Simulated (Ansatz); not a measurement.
**Ni2Ge: one candidate structure**

Where does Ni2Ge go from the start given, structure listed in a database for this formula (Pnma, No. 62)?

Computed with Ansatz 0.2.0 (DFT r2SCAN, scalar-relativistic, plane waves, PAW, unless a step's input says otherwise).

### Step 1. The structure to begin with

Symmetry: Pnma, No. 62, orthorhombic system. The conventional cell has a = 5.096 Å, b = 3.788 Å, c = 7.179 Å, α = 90.00°, β = 90.00°, γ = 90.00°. Ni (site symmetry m) is surrounded by 5 Ge at 2.34 to 2.79 Å and 8 Ni at 2.61 to 2.76 Å. Around Ni (site symmetry m) lie 5 Ge at 2.40 to 2.60 Å and 8 Ni at 2.61 to 2.76 Å. Ge (site symmetry m) has 9 Ni at 2.34 to 2.60 Å as nearest neighbours.

Coordinates:

```
CELL_PARAMETERS angstrom
5.09613 0.00000 0.00000
0.00000 3.78795 0.00000
0.00000 0.00000 7.17852
ATOMIC_POSITIONS crystal
Ni 0.17095 0.75000 0.44045
Ni 0.82905 0.25000 0.55955
Ni 0.67095 0.75000 0.05955
Ni 0.32905 0.25000 0.94045
Ni 0.54451 0.75000 0.70656
Ni 0.45548 0.25000 0.29344
Ni 0.04451 0.75000 0.79344
Ni 0.95549 0.25000 0.20656
Ge 0.21260 0.75000 0.11401
Ge 0.78740 0.25000 0.88599
Ge 0.71260 0.75000 0.38599
Ge 0.28740 0.25000 0.61401
```

### Step 2. Probe: one point at the start

input.yaml reads:

```yaml
crystal:
  lattice:
    - [5.09612578, 0.0, 0.0]
    - [0.0, 3.78795382, 0.0]
    - [0.0, 0.0, 7.17851986]
  atoms:
    - { symbol: Ni, position: [0.17095228, 0.75, 0.4404533], spin: 2.0 }
    - { symbol: Ni, position: [0.82904772, 0.25, 0.5595467], spin: 2.0 }
    - { symbol: Ni, position: [0.67095228, 0.75, 0.0595467], spin: 2.0 }
    - { symbol: Ni, position: [0.32904772, 0.25, 0.9404533], spin: 2.0 }
    - { symbol: Ni, position: [0.544515, 0.75, 0.70656487], spin: 2.0 }
    - { symbol: Ni, position: [0.455485, 0.25, 0.29343513], spin: 2.0 }
    - { symbol: Ni, position: [0.044515, 0.75, 0.79343513], spin: 2.0 }
    - { symbol: Ni, position: [0.955485, 0.25, 0.20656487], spin: 2.0 }
    - { symbol: Ge, position: [0.212596, 0.75, 0.11400951] }
    - { symbol: Ge, position: [0.787404, 0.25, 0.88599049] }
    - { symbol: Ge, position: [0.712596, 0.75, 0.38599049] }
    - { symbol: Ge, position: [0.287404, 0.25, 0.61400951] }
basis:
  ecutwfc: 500
kpoints:
  mp_grid: { grid: [4, 6, 4] }
hamiltonian:
  xc: r2scan
scf:
  occupations: { method: gaussian, width: 0.1 }
  lower_state_search: "off"
output:
  forces: true
  stress: true
  eigenvalues: true
  populations: true
magnetization:
  spin_polarized: true
```

On the command line:

```console
> ansatz run input.yaml --threads 1 --pin off --max-ram 3072MiB --backend cpu --events-out ev --progress --plain --runs-dir out
```

The program printed, shortened:

```text
[...]
this state was not tested for a lower state beside it, because the mixer in use, unlike msr1, does not test its closes by its own steps (another_mixer; see scf.mixing.algorithm and scf.lower_state_search)
SCF converged after 23 iterations
Magnetization: 0.0000 μB (100.0000 up, 100.0000 down)
Absolute magnetization: 0.0000 μB (∫|ρ↑−ρ↓|, with the PAW one-centre terms)
Spin contamination: 0.0000 ħ² per cell (⟨S²⟩ above its minimum at these occupations)
[...]
Free energy (F): -63977.071359 eV
[...]
E sigma→0 (E₀):  -63977.057450 eV
Entropy (-TS):   -0.027819 eV (-2.318 meV/atom)
Fermi energy:    18.008282 eV
[...]
--- Forces (eV/Å), atoms counted from 1 ---
  atom   1  Ni     0.00962938     0.00000000    -0.03941138
  atom   2  Ni    -0.00962938     0.00000000     0.03941138
  atom   3  Ni     0.00962938     0.00000000     0.03941138
  atom   4  Ni    -0.00962938    -0.00000000    -0.03941138
  atom   5  Ni    -0.02544362     0.00000000     0.02680554
  atom   6  Ni     0.02544362     0.00000000    -0.02680554
  atom   7  Ni    -0.02544362     0.00000000    -0.02680554
  atom   8  Ni     0.02544362     0.00000000     0.02680554
[...]
--- Stress (GPa, compression-positive) ---
       -0.427432       0.000000       0.000000
        0.000000       0.756592       0.000000
        0.000000       0.000000       0.164627
  P = ⅓ Tr σ = 0.1646 GPa (1.646 kbar)
--- Band table (eV; the first three rows and the last of 72) ---
[...]
--- Löwdin populations: 12 sites ---
  site symbol       q [e]    m [muB]
     0     Ni     17.5418     0.0000
     1     Ni     17.5418     0.0000
     2     Ni     17.5418     0.0000
     3     Ni     17.5418     0.0000
     4     Ni     17.5429     0.0000
     5     Ni     17.5429     0.0000
     6     Ni     17.5429     0.0000
     7     Ni     17.5429     0.0000
     8     Ge     14.5591     0.0000
     9     Ge     14.5591     0.0000
    10     Ge     14.5591     0.0000
    11     Ge     14.5591     0.0000
  spilling = 0.007125 (of n_electrons = 200.000000)
```

It took 8.1 min on 1 thread of Arm Neoverse V2, shared host; peak memory 1.5 GiB.

By site:

```tsv
atom	Löwdin electrons
Ni1	17.54
Ni2	17.54
Ni3	17.54
Ni4	17.54
Ni5	17.54
Ni6	17.54
Ni7	17.54
Ni8	17.54
Ge9	14.56
Ge10	14.56
Ge11	14.56
Ge12	14.56
```

The Löwdin counts miss 1.43 of the 200 electrons, which the atomic orbitals do not span, so they are no charges.

The probe gives pressure 0.2 GPa, largest force 0.04 eV/Å, gap on this mesh none (metal). The gap decides the next run's mesh: 8×10×6 points.

### Step 3. Relaxing cell and atoms

input.yaml reads:

```yaml
crystal:
  lattice:
    - [5.09612578, 0.0, 0.0]
    - [0.0, 3.78795382, 0.0]
    - [0.0, 0.0, 7.17851986]
  atoms:
    - { symbol: Ni, position: [0.17095228, 0.75, 0.4404533] }
    - { symbol: Ni, position: [0.82904772, 0.25, 0.5595467] }
    - { symbol: Ni, position: [0.67095228, 0.75, 0.0595467] }
    - { symbol: Ni, position: [0.32904772, 0.25, 0.9404533] }
    - { symbol: Ni, position: [0.544515, 0.75, 0.70656487] }
    - { symbol: Ni, position: [0.455485, 0.25, 0.29343513] }
    - { symbol: Ni, position: [0.044515, 0.75, 0.79343513] }
    - { symbol: Ni, position: [0.955485, 0.25, 0.20656487] }
    - { symbol: Ge, position: [0.212596, 0.75, 0.11400951] }
    - { symbol: Ge, position: [0.787404, 0.25, 0.88599049] }
    - { symbol: Ge, position: [0.712596, 0.75, 0.38599049] }
    - { symbol: Ge, position: [0.287404, 0.25, 0.61400951] }
basis:
  ecutwfc: 500
kpoints:
  mp_grid: { grid: [8, 10, 6] }
hamiltonian:
  xc: r2scan
scf:
  occupations: { method: gaussian, width: 0.1 }
output:
  forces: true
  stress: true
  eigenvalues: true
relax:
  adjacent_minimum: "off"
  f_tol: 0.01
  max_steps: 80
  cell: { stress_tol: 0.05 }
```

On the command line:

```console
> ansatz run input.yaml --threads 1 --pin off --max-ram 3072MiB --backend cpu --events-out ev --progress --plain --runs-dir out
```

The program printed:

```text
Warning: RAYON_NUM_THREADS=1 ignored (pool sized by the plan → 1); use --threads N
Engine: ansatz 0.2.0, aarch64-unknown-linux-gnu
Pseudopotentials: kind: paw
Pseudopotential: Ni, paw, valence charge 18, recommended cutoff 500 eV (meta_gga), Ni.paw.azcp
Pseudopotential: Ge, paw, valence charge 14, recommended cutoff 500 eV (meta_gga), Ge.paw.azcp
Functional definition: r2SCAN
  parameter k0 = 0.174
  parameter k1 = 0.065
  parameter a1 = 4.9479
  exchange = r2scan_x(k0 = k0, k1 = k1, a1 = a1)
  correlation = r2scan_c
Crystal: 12 atoms, lattice volume = 138.573 Å³
Basis set: ecut = 500 eV, 3525 PW (Γ), exchange–correlation on 160×120×216 points (64 copies of the dense FFT grid, shifted against one another)
Bands: 120, of which v1, the nominal top of the filled ones, is band 100 counted from 1 (99 counted from 0)
Symmetry: 8 space group operations
Space group: Pnma (ITA 62), of the structure as read, at distance tolerance 5.2e-5 Å
k-points: 120 of 480
Non-local potential: Ni, projectors of the file, l = 0: 3, l = 1: 2, l = 2: 3, l = 3: 1
Non-local potential: Ge, projectors of the file, l = 0: 2, l = 1: 2, l = 2: 3, l = 3: 1
PAW form: soft (Blöchl's): semilocal exchange-correlation on the pseudo side does not see the compensation charge
PAW frozen core: Ni, regenerated for the run's functional (the file was generated under x = pbe(κ = 0.804, μ = 0.2195149727645171), c = pbe(β = 0.06672455060314922))
PAW frozen core: Ge, regenerated for the run's functional (the file was generated under x = pbe(κ = 0.804, μ = 0.2195149727645171), c = pbe(β = 0.06672455060314922))
PAW one-centre angular grid: Ni, 590 points (default); XC on 160 Gauss nodes
PAW one-centre angular grid: Ge, 590 points (default); XC on 160 Gauss nodes
Initial density: superposition of atomic densities (neutral atoms: chi_scale 0, normalization atom), corrected by the library's trained network
Initial wavefunctions: pseudopotential atomic-orbital guess
Functional: x = r2scan, c = r2scan; τ floored in thin density (d = 2e-4 eV/Å³)
SCF iter   1: F=—  HF=-63976.553741 eV  |F-HF|=—  |Δ(HF+E_count)|=         —  Δρ=2.59e-2  dr2=6.11e-1  dr2_τ=3.70e-1  ethr=1.77e-3  ⟨swp⟩=5.2  Hψ=47132  notcnv=0  defer=728
preconditioner: auto → Kerker (q_TF=auto, 2.900 Å⁻¹)  [metal: Δε(μ)=0.007 eV  Ē_g=15.106 eV  σ=0.100 eV  W_gap=0.04  n_scr=52 (ndim 8)  ℏωp=36.8 eV  f_vac=0.000  D(μ)=5.78/eV (n_scr^D=52)]
SCF iter   2: F=—  HF=-63977.091190 eV  |F-HF|=—  |Δ(HF+E_count)|=   5.37e-1  Δρ=1.60e-2  dr2=2.35e-1  dr2_τ=5.62e-3  ethr=3.06e-4  ⟨swp⟩=2.9  Hψ=28981  notcnv=0  defer=1539
SCF iter   3: F=—  HF=-63977.089569 eV  |F-HF|=—  |Δ(HF+E_count)|=   1.62e-3  Δρ=1.93e-2  dr2=3.90e-1  dr2_τ=1.58e-3  ethr=1.18e-4  ⟨swp⟩=2.1  Hψ=24199  notcnv=0  defer=1539
SCF iter   4: F=—  HF=-63977.061825 eV  |F-HF|=—  |Δ(HF+E_count)|=   2.77e-2  Δρ=5.28e-3  dr2=2.76e-2  dr2_τ=1.99e-4  ethr=1.18e-4  ⟨swp⟩=2.0  Hψ=15942  notcnv=0  defer=1539
SCF iter   5: F=—  HF=-63977.057225 eV  |F-HF|=—  |Δ(HF+E_count)|=   4.60e-3  Δρ=1.82e-3  dr2=1.70e-3  dr2_τ=5.78e-5  ethr=1.38e-5  ⟨swp⟩=2.0  Hψ=21213  notcnv=0  defer=1534
SCF iter   6: F=—  HF=-63977.058462 eV  |F-HF|=—  |Δ(HF+E_count)|=   1.24e-3  Δρ=8.51e-4  dr2=4.43e-4  dr2_τ=9.10e-6  ethr=8.50e-7  ⟨swp⟩=2.0  Hψ=22286  notcnv=0  defer=1530
SCF iter   7: F=—  HF=-63977.059021 eV  |F-HF|=—  |Δ(HF+E_count)|=   5.58e-4  Δρ=2.29e-4  dr2=6.07e-5  dr2_τ=1.45e-6  ethr=2.22e-7  ⟨swp⟩=2.0  Hψ=24831  notcnv=0  defer=1530
SCF iter   8: F=—  HF=-63977.059030 eV  |F-HF|=—  |Δ(HF+E_count)|=   9.70e-6  Δρ=1.19e-4  dr2=1.51e-5  dr2_τ=6.58e-8  ethr=3.04e-8  ⟨swp⟩=2.4  Hψ=21646  notcnv=0  defer=1530
SCF iter   9: F=—  HF=-63977.059031 eV  |F-HF|=—  |Δ(HF+E_count)|=   5.11e-7  Δρ=4.35e-5  dr2=2.06e-6  dr2_τ=1.07e-8  ethr=7.54e-9  ⟨swp⟩=2.0  Hψ=21001  notcnv=0  defer=1530
SCF iter  10: F=—  HF=-63977.059031 eV  |F-HF|=—  |Δ(HF+E_count)|=   1.14e-7  Δρ=1.31e-5  dr2=2.14e-7  dr2_τ=1.29e-9  ethr=1.03e-9  ⟨swp⟩=2.0  Hψ=24190  notcnv=0  defer=1530
SCF iter  11: F=—  HF=-63977.059031 eV  |F-HF|=—  |Δ(HF+E_count)|=   1.01e-8  Δρ=1.10e-5  dr2=1.41e-7  dr2_τ=4.18e-10  ethr=5.00e-11  ⟨swp⟩=9.3  Hψ=67617  notcnv=0
SCF iter  12: F=—  HF=-63977.059031 eV  |F-HF|=—  |Δ(HF+E_count)|=   4.33e-9  Δρ=1.24e-5  dr2=1.53e-7  dr2_τ=5.97e-10  ethr=5.00e-11  ⟨swp⟩=4.0  Hψ=50985  notcnv=0
SCF iter  13: F=-63977.059031 eV  HF=-63977.059031 eV  |F-HF|=3.70e-8  |Δ(HF+E_count)|=   6.70e-9  Δρ=6.28e-6  dr2=4.02e-8  dr2_τ=2.40e-10  ethr=5.00e-11  ⟨swp⟩=3.0  Hψ=45245  notcnv=0
SCF 1 converged in 13 iterations: F = -63977.059031 eV  dr2 = 4.02e-8
relax step   1: F+E_penalty+E_count = -63977.05903098 eV  Δ(F+E_penalty+E_count) = +0.000e0 eV  max|allowed force component| = 2.967e-2 eV/Å  Δτ_max = 0.0000 Å  P = +0.186 GPa  Ω = 138.573 Å³  (13 SCF iters, dr2 threshold 1.00e-7 eV, accepted)
[... 13 lines left out ...]
relax step   2: F+E_penalty+E_count = -63977.05927126 eV  Δ(F+E_penalty+E_count) = -2.403e-4 eV  max|allowed force component| = 1.948e-2 eV/Å  Δτ_max = 0.0018 Å  P = +0.069 GPa  Ω = 138.656 Å³  energy of the carried Pulay correction = -9.135e-5 eV  (7 SCF iters, dr2 threshold 2.35e-7 eV, accepted)
[... 13 lines left out ...]
relax step   3: F+E_penalty+E_count = -63977.05947352 eV  Δ(F+E_penalty+E_count) = -2.023e-4 eV  max|allowed force component| = 3.235e-3 eV/Å  Δτ_max = 0.0041 Å  P = +0.001 GPa  Ω = 138.700 Å³  energy of the carried Pulay correction = -1.389e-4 eV  (8 SCF iters, dr2 threshold 4.59e-8 eV, accepted)
[... 12 lines left out ...]
relax step   4: F+E_penalty+E_count = -63977.05962180 eV  Δ(F+E_penalty+E_count) = -1.483e-4 eV  max|allowed force component| = 3.197e-3 eV/Å  Δτ_max = 0.0000 Å  P = +0.002 GPa  Ω = 138.700 Å³  stress off target by 1.63e-2 GPa  SCF on the basis re-selected at this cell (its energy is not comparable with the rows above)  (7 SCF iters)
basis re-selected at this cell: Δ(F+E_penalty+E_count) = -1.483e-4 eV, ΔP = +0.001 GPa vs the last step (what re-selecting the basis moved, of the pressure what is left beyond the Pulay correction that the steps carried, after the strain that the cell walked since its last selection, with what the two solves' SCF thresholds leave and, on support functions, any second-order correction that the steps lacked; it is no measure of the basis error at this ecutwfc). This SCF's stress stands 1.63e-2 GPa from its target on what of the cell is left free (relax.cell.stress_tol is 5.00e-2 GPa) and its largest allowed force component is 3.20e-3 eV/Å (relax.f_tol is 1.00e-2 eV/Å): within both
SCF converged after 7 iterations
Free energy (F): -63977.059622 eV
Harris-Foulkes:  -63977.059622 eV  (|F-HF|=4.22e-10)
Internal energy: -63977.029669 eV  (E = F + TS)
E sigma→0 (E₀):  -63977.044645 eV
Entropy (-TS):   -0.029953 eV (-2.496 meV/atom)
Fermi energy:    17.965342 eV
--- Per-component energies (eV) ---
  E_band       = -2630.062582
  E_kinetic    = 2734.764489
  E_local      = -35785.838316  (includes V_loc(G=0)·N_el)
  E_nonlocal   = 6850.785020
  E_hartree    = 15287.275169
  E_xc         = -911.821941
  E_vxc        = -1215.975543  (∫ρ·V_xc dr)
  E_paw        = -21336.968073  (= ΣΔE_a)
  E_vpaw       = -5873.707910  (= ΣTr[D̂ρ^β])
  E_aug_tail   = 0.001911  (compensation charges beyond the density's cutoff)
  E_vtau       = 85.357227  (kinetic-family band-sum trace: ∫τ·v_τ [+ j·A + Jᵃ·Aᵃ] dr)
  E_ewald      = -30808.484315
  E_core_change = -6.743612  (= ΣΔE_core)
  E_smearing   = -0.029953  (= −TS)
  E_closure    = 0.000000  (closes the sum)
  Σ components = -63977.059622   (vs F -63977.059622, Δ=0.00e0)
--- Forces (eV/Å), atoms counted from 1 ---
  atom   1  Ni     0.00099356     0.00000000     0.00132695
  atom   2  Ni    -0.00099356     0.00000000    -0.00132695
  atom   3  Ni     0.00099356    -0.00000000    -0.00132695
  atom   4  Ni    -0.00099356     0.00000000     0.00132695
  atom   5  Ni    -0.00054583     0.00000000    -0.00070846
  atom   6  Ni     0.00054583    -0.00000000     0.00070846
  atom   7  Ni    -0.00054583     0.00000000     0.00070846
  atom   8  Ni     0.00054583     0.00000000    -0.00070846
  atom   9  Ge    -0.00079739    -0.00000000    -0.00319672
  atom  10  Ge     0.00079739    -0.00000000     0.00319672
  atom  11  Ge    -0.00079739    -0.00000000     0.00319672
  atom  12  Ge     0.00079739     0.00000000    -0.00319672
  max |Σ_I F_I| component: 1.73e-17 eV/Å
--- Stress (GPa, compression-positive) ---
        0.004863       0.000000       0.000000
        0.000000       0.016310       0.000000
        0.000000       0.000000      -0.014105
  P = ⅓ Tr σ = 0.0024 GPa (0.024 kbar)
--- Band table (eV; the first three rows and the last of 120) ---
  k-point 0: bands = ["-89.0621", "-89.0618", "-89.0582", "-89.0582", "-88.9130", "-88.9128", "-88.9074", "-88.9073", "-48.0645", "-48.0627", "-48.0608", "-48.0575", "-48.0265", "-48.0191", "-48.0041", "-47.9985", "-47.9625", "-47.9600", "-47.9390", "-47.9372", "-47.9159", "-47.9156", "-47.9149", "-47.9148", "-47.8686", "-47.8654", "-47.8342", "-47.8338", "-47.8073", "-47.8018", "-47.7740", "-47.7733", "-7.5697", "-7.5660", "-7.5625", "-7.5617", "-7.5556", "-7.5530", "-7.5502", "-7.5429", "-7.5381", "-7.5327", "-7.5302", "-7.5222", "-7.5143", "-7.5133", "-7.5064", "-7.5054", "-7.5043", "-7.5037", "-7.5001", "-7.4932", "4.3421", "6.8575", "6.9414", "8.6502", "11.1521", "11.5840", "12.6249", "12.8595", "13.1399", "13.2279", "13.5956", "13.8589", "13.9084", "13.9513", "14.0989", "14.3407", "14.7060", "14.8020", "14.8160", "14.8210", "14.9179", "14.9973", "15.3812", "15.5664", "15.5691", "15.5978", "15.7626", "15.8409", "15.8907", "15.9284", "16.1301", "16.1693", "16.1877", "16.2033", "16.2337", "16.3624", "16.3844", "16.4714", "16.5027", "16.6418", "16.6796", "16.7531", "16.8471", "16.9172", "17.0816", "17.1047", "17.3186", "17.7110", "18.3771", "18.8214", "19.9856", "20.2678", "20.6231", "20.9706", "21.6035", "21.6305", "22.5002", "22.5897", "22.8995", "23.4366", "24.6382", "25.0082", "25.2672", "25.9902", "26.9182", "26.9308", "27.2100", "27.4669"]
[... 3 lines left out ...]
--- Relaxed structure (3 steps of the walk, 3 accepted, 1 SCFs on fresh bases) ---
  F+E_penalty+E_count = -63977.05962180 eV   max|allowed force component| = 3.197e-3 eV/Å   (the final SCF, on the basis selected at the relaxed cell)
  cell:  # Å, volume = 138.6997 Å³
    - [5.09906459975569, 0.0, 0.0]
    - [0.0, 3.7860023553453224, 0.0]
    - [0.0, 0.0, 7.184623291623548]
  atoms:
    - { symbol: Ni, position: [0.17075293170977038, 0.7499999999999999, 0.43963562387738764] }
    - { symbol: Ni, position: [0.8292470682902296, 0.24999999999999997, 0.5603643761226123] }
    - { symbol: Ni, position: [0.6707529317097704, 0.7499999999999999, 0.06036437612261233] }
    - { symbol: Ni, position: [0.32924706829022954, 0.24999999999999997, 0.9396356238773875] }
    - { symbol: Ni, position: [0.5437572431568412, 0.7499999999999999, 0.7069569847080885] }
    - { symbol: Ni, position: [0.4562427568431588, 0.24999999999999997, 0.29304301529191135] }
    - { symbol: Ni, position: [0.04375724315684123, 0.7499999999999999, 0.7930430152919115] }
    - { symbol: Ni, position: [0.9562427568431588, 0.24999999999999997, 0.20695698470808851] }
    - { symbol: Ge, position: [0.21257683626919555, 0.7499999999999999, 0.11354244979583668] }
    - { symbol: Ge, position: [0.7874231637308046, 0.24999999999999997, 0.8864575502041632] }
    - { symbol: Ge, position: [0.7125768362691955, 0.7499999999999999, 0.3864575502041633] }
    - { symbol: Ge, position: [0.2874231637308044, 0.24999999999999997, 0.6135424497958367] }
```

Run time: 24 min. Hardware: 1 thread of Arm Neoverse V2, shared host; peak memory 1.9 GiB.

Step by step:

```
step  energy from step 1 (eV/cell)  largest force component (eV/Å)  pressure (GPa)  volume (Å³)
   1                        0.0000                          0.0297            0.19       138.57
   2                       -0.0002                          0.0195            0.07       138.66
   3                       -0.0004                          0.0032            0.00       138.70
   4                       -0.0006                          0.0032            0.00       138.70
```

Step 1 is the start. Step 4 repeats the geometry before it on a plane-wave basis chosen anew for that cell, so its energy need not be comparable with the rows above.

|  | before | after | change |
| --- | --- | --- | --- |
| a (Å) | 5.096 | 5.099 | +0.1 % |
| b (Å) | 3.788 | 3.786 | -0.1 % |
| c (Å) | 7.179 | 7.185 | +0.1 % |
| volume (Å³/atom) | 11.55 | 11.56 | +0.1 % |
| shortest distance (Å) | 2.343 | 2.345 | +0.1 % |
| space group (0.01 Å) | Pnma | Pnma | same |

Forces and stress were held to the start's 8 operations: a distortion of lower symmetry was not tested.

### Step 4. Results

Formation energies count from the elements, computed with the same settings in runs not shown here.

```
                          quantity                                                                      value
                              cell  a = 5.099 Å, b = 3.786 Å, c = 7.185 Å, α = 90.00°, β = 90.00°, γ = 90.00°
                       space group                                                              Pnma (No. 62)
                            volume                                                              11.56 Å³/atom
                   gap on the mesh                                                               none (metal)
formation energy from the elements                                                             -0.259 eV/atom
```

The space group stayed Pnma, and from the first guess the volume went from 11.55 to 11.56 Å³/atom. With -0.26 eV/atom it lies under the elements, which doesn't yet make it stable against other compounds of them. A spin-polarised run here lost its starting moments, which speaks against magnetism, though one start doesn't rule it out.
